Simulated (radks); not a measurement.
**Ionisation of Lu: one atom, several choices of exchange strength α**

An exercise on one series of results from a longer session: the logs are not shown, and one member is left open.

Method: Dirac Kohn-Sham, spin-unpolarised, spherical densities, finite nucleus; open shells are shared between the two j in proportion to 2j + 1. Code: radks (a radial shooting solver on a logarithmic mesh, Libxc functionals) version 1.

### The system

| Property | Result |
| --- | --- |
| element | lutetium (Z = 71) |
| charge | 0 |
| electrons | 71 |
| configuration | [Xe] 4f14 5d1 6s2 |
| ion | Lu⁺, [Xe] 4f14 6s2 |
| choices | α = 0.667; α = 0.692; α = 0.769; α = 0.864; α = 1.011 |

The outer shells:

Lu
```
[Xe] core
4f [↑↓][↑↓][↑↓][↑↓][↑↓][↑↓][↑↓]
5d [↑ ][  ][  ][  ][  ]
6s [↑↓]
```

Lu⁺
```
[Xe] core
4f [↑↓][↑↓][↑↓][↑↓][↑↓][↑↓][↑↓]
6s [↑↓]
```

Set-up of the first run:

Input:

```text
Z 71
configuration [Xe] 4f14 5d1 6s2
relativity Dirac
functional xalpha 0.667
spin unpolarised
j_filling average
nucleus finite rms 5.37 fm
c 137.035999084
```

Steps of the session up to this table: α = 0.667: Lu.

One table of the session follows, with a row left open; its other results are not shown here.

It belongs to the step «α = 0.667: Lu». Sizes of the orbitals, from the radial functions (bohr):

| level | <r> | outermost maximum (interpolated) | 90 % within | nodes |
| --- | --- | --- | --- | --- |
| 5s1/2 | 1.173 | 1.04 | 1.70 | 4 |
| 5p1/2 | 1.318 | 1.13 | 1.94 | 3 |
| 5p3/2 | 1.435 | 1.22 | 2.12 | 3 |
| 4f5/2 | 0.7178 | 0.465 | 1.23 | 0 |
| 4f7/2 | 0.7346 | 0.471 | 1.27 | 0 |
| 6s1/2 | 3.683 | 3.05 | 5.52 | 5 |
| 5d3/2 | ? | ? | ? | ? |
| 5d5/2 | 3.157 | 1.91 | 5.50 | 2 |

Q: Estimate the row for 5d3/2 from the others.

**Answer.** <r>: 2.933; outermost maximum (interpolated): 1.83; 90 % within: 5.06; nodes: 2. In the column «<r>» it lies between 5p3/2 (1.435) and 5d5/2 (3.157).

Limits of these values: Spin polarisation and multiplet splitting are left out, so open shells lie too high by an amount that depends on their filling.
